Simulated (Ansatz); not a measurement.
The system is Co3Ir.

```
Ir Co
1.0
     3.58256    0.00000    0.00000
     0.00000    3.58256    0.00000
     0.00000    0.00000    3.58256
Ir Co
1 3
Direct
  0.00000 0.00000 0.00000
  0.50000 0.50000 0.00000
  0.50000 0.00000 0.50000
  0.00000 0.50000 0.50000
```

The cell comes from a database or a generator and needn't be the stable form of this composition.

Base run:

* Program: Ansatz 0.2.0
* Functional: LDA
* Potentials or basis: all-electron LAPW, scalar-relativistic
* Cutoff: 291 eV (chosen from the basis error)
* Basis error allowed: 0.002 eV/atom
* k mesh: 8 × 8 × 8
* Occupations: fermi-dirac, width 0.05 eV
* Spin: collinear spin, ferromagnetic start
* Starting moments: [0.6, 2.0, 2.0, 2.0] μB

Its results: pressure -15.1 GPa; net moment 3.33 μB per cell; site moments Ir +0.25; Co +1.05 μB.

Task: The run is repeated on the same cell with these changes: functional from LDA to PBEsol. What comes out?

Result: Pressure -2.8 GPa; net moment 4.83 μB per cell; site moments Ir +0.50; Co +1.48 μB.

PBEsol binds less tightly than LDA, so the same cell stands under more pressure.
